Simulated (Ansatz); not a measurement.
**AsH₂+ (triplet): the correlation ladder at scale of all distances = 1.000, cc-pVDZ**

How much of the correlation energy of AsH₂+ (triplet) does each wave-function method recover here?

Method: cc-pVDZ, core rule «outside noble gas», up to 14 orbitals frozen; program: Ansatz 0.2.0, Gaussian basis.

To be run: UHF; CCSD(T) on ROHF; CCSD(T) on UHF; BCCD(T) on ROHF; CISD; CCSDT(Q) on ROHF; CCSDT(Q) on UHF; CISDTQ; CASSCF and MRCISD+Q, 4 electrons in 4 orbitals; CASSCF and NEVPT2, 4 electrons in 4 orbitals; CASSCF and MRCISD+Q, 6 electrons in 6 orbitals; CASSCF and NEVPT4(SD), 6 electrons in 6 orbitals; CASSCF and NEVPT2, 6 electrons in 6 orbitals; Full CI.

15 further runs of the same task are left out: 9 that didn't finish, 6 set aside as unsound or not needed.

### Step 1. What is computed

The geometry derives from a PBE0/def2-TZVP stationary point (not a proven minimum). All distances are scaled together. No spin-orbit coupling is included. The filled d shell of As may be among the frozen orbitals whatever the setting's name suggests; the logs give the count.

3 atoms, charge 1, spin multiplicity 3.

Atoms are counted from 1 here; the program's logs count them from 0.

Bond lengths: As1–H2 1.511 Å, As1–H3 1.511 Å. Angles: H2–As1–H3 122.3°.

As a file:

```xyz
3
AsH2
As    0.00000   -0.01910    0.00000
H     0.00000    0.70980   -1.32401
H     0.00000    0.70980    1.32401
```

### Step 2. UHF

in.yaml reads:

```yaml
crystal:
  periodic: [false, false, false]
  atoms:
    - {symbol: As, position_ang: [0.000000, -0.019098, 0.000000]}
    - {symbol: H, position_ang: [0.000000, 0.709797, -1.324011]}
    - {symbol: H, position_ang: [0.000000, 0.709797, 1.324011]}
basis:
  gaussian: {orbitals: cc-pVDZ}
total_charge: 1
magnetization: {spin_polarized: true, initial_magnetization: 2}
hamiltonian: {xc: hf}
output: {orbitals: {seedname: orbitals}}
```

The run is started by

```sh
ansatz run in.yaml --threads 1 --pin off --events-out ev --progress --plain --max-ram 2393MiB
```

After this run come: CCSD(T) on ROHF; CCSD(T) on UHF; BCCD(T) on ROHF; CISD; CCSDT(Q) on ROHF; CCSDT(Q) on UHF; CISDTQ; CASSCF and MRCISD+Q, 4 electrons in 4 orbitals; CASSCF and NEVPT2, 4 electrons in 4 orbitals; CASSCF and MRCISD+Q, 6 electrons in 6 orbitals; CASSCF and NEVPT4(SD), 6 electrons in 6 orbitals; CASSCF and NEVPT2, 6 electrons in 6 orbitals; Full CI.

**Question.** What will the summary of the whole plan be? Wanted: FCI below the RHF energy; RMP2 from FCI; UMP2 from FCI; RCCSD from FCI; RCCSD(T) from FCI; UCCSD(T) from FCI; RCCSDT(Q) from FCI; UCCSDT(Q) from FCI; NEVPT2 pair from FCI.

The runs gave:

| quantity | value |
| --- | --- |
| FCI below the RHF energy | -2.7309 eV |
| RMP2 from FCI | +649.6 meV |
| UMP2 from FCI | +639.7 meV |
| RCCSD from FCI | +70.3 meV |
| RCCSD(T) from FCI | +16.5 meV |
| UCCSD(T) from FCI | +6.1 meV |
| RCCSDT(Q) from FCI | -0.3 meV |
| UCCSDT(Q) from FCI | -10.6 meV |
| NEVPT2 pair from FCI | +607.8 meV |
| MRCISD+Q pair from FCI | -11.5 meV |
| NEVPT2 valence from FCI | +459.0 meV |
| levels within 1 kcal/mol (43 meV) | RCCSD(T), UCCSD(T), BCCD(T), RCCSDT, UCCSDT, CISDTQ, RCCSDT(Q), UCCSDT(Q), MRCISD+Q pair, MRCISD+Q valence |
| T1 diagnostic | 0.018 |
| effectively unpaired electrons | 2.03 |

RCCSD(T) misses by +16.5 meV, 0.6 % of the correlation energy. UCCSDT, UCCSDT(Q), MRCISD+Q pair fall below full CI: unrestricted runs freeze a spin-polarised core, another one than full CI's, and coupled cluster isn't variational. One determinant dominates. Of the multireference levels listed MRCISD+Q valence comes nearest in total energy (+3.5 meV), which doesn't show that its space is the better one. These misses are within one basis, not against nature; the frozen cores of restricted and unrestricted runs differ, which can shift their rows.
